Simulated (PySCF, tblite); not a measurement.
# C₃H₁₃N₃Si₂: geometry, infrared bands and NMR shifts

Wanted: the infrared bands and NMR shifts of C₃H₁₃N₃Si₂ (`C=N[Si@@H](NC)N(C)[SiH3]`), by calculation.

The runs use tblite 0.8.0 and PySCF 2.14.0, with density-fitted response routines of our own; the level of theory stands in each step. All values are computed, except where a source is named. Atoms are numbered from 0 throughout.

**1. The molecule as given**

21 atoms, charge 0, multiplicity 1; geometry from: force field or distance geometry start.

Bonds of the start (Å): C0–N1 1.30, N1–Si2 1.71, Si2–N3 1.67, N3–C4 1.44, Si2–N5 1.70, N5–C6 1.46, N5–Si7 1.70, C0–H8 1.11, C0–H9 1.10, Si2–H10 1.48, N3–H11 1.03, C4–H12 1.10, C4–H13 1.10, C4–H14 1.11, C6–H15 1.11, C6–H16 1.10, C6–H17 1.10, Si7–H18 1.48, Si7–H19 1.48, Si7–H20 1.49.

**2. Relaxing the molecule with GFN2-xTB**

What the job is given:

```
{"job": {"kind": "relax", "xc": "GFN2-xTB", "basis": "xTB"}, "charge": 0, "multiplicity": 1}
C      1.052100     0.797500     2.736500
N      0.132800     0.307800     1.960400
Si     0.370100     0.535500     0.285200
N      1.557400    -0.581200    -0.088500
C      2.082500    -0.856000    -1.399000
N     -1.027000    -0.065400    -0.469000
C     -1.719000    -1.263600    -0.016700
Si    -1.877900     1.310300    -1.005800
H      0.951500     0.672900     3.829900
H      1.934500     1.353200     2.400600
H      0.820600     1.897200    -0.059300
H      1.224200    -1.462000     0.326900
H      1.310400    -1.253600    -2.067100
H      2.891500    -1.595800    -1.343400
H      2.506100     0.057300    -1.856100
H     -2.249500    -1.106600     0.948800
H     -1.028800    -2.105900     0.124300
H     -2.458300    -1.605100    -0.754600
H     -1.055700     2.118500    -1.931200
H     -3.053600     0.816400    -1.762000
H     -2.373000     2.118100     0.139700
```

Launch:

```bash
OMP_NUM_THREADS=1 python probes_run.py task.json out
```

The driver reads the jobs from task.json and runs them one after another.

**Question.** This job is followed by: GFN2-xTB harmonic vibrations, gas phase; GIAO PBE0/pcSseg-1 NMR shielding, non-relativistic, gas phase. What will the session give for the following? strongest single infrared mode (GFN2-xTB); zero-point energy (GFN2-xTB); ¹³C shifts against TMS (PBE0/pcSseg-1); ¹H shifts against TMS (PBE0/pcSseg-1, means over atoms taken as alike); ¹⁵N shifts against NH3 (PBE0/pcSseg-1); ²⁹Si shifts against TMS (PBE0/pcSseg-1).

**Answer**, as computed:

| quantity | value |
| --- | --- |
| strongest single infrared mode (GFN2-xTB) | 817 cm⁻¹, 407 km/mol |
| zero-point energy (GFN2-xTB) | 99.6 kcal/mol |
| ¹³C shifts against TMS (PBE0/pcSseg-1) | 173.8, 31.5, 28.9 ppm |
| ¹H shifts against TMS (PBE0/pcSseg-1, means over atoms taken as alike) | 8.78, 8.67, 5.12, 4.52, 2.90, 2.83, 0.66 ppm |
| ¹⁵N shifts against NH3 (PBE0/pcSseg-1) | 437.3, 29.6, 26.1 ppm |
| ²⁹Si shifts against TMS (PBE0/pcSseg-1) | -32.8, -55.4 ppm |

The optimisation took 203 steps and gained 0.984 eV; among the close pairs (by a distance rule), C0–N1 changed most, from 1.299 to 1.246 Å. The lowest mode is imaginary (32i cm⁻¹), so the xTB geometry is not a minimum. The strongest single mode, at 817 cm⁻¹, is spread over several atoms, H19, H20, H18, Si7 among them. Unscaled tight-binding wavenumbers are off by several per cent, some by more. Its intensities can rank the bands wrongly. At PBE0/pcSseg-1: The largest span, 838 ppm, is at N1, where the paramagnetic term is -505 ppm.
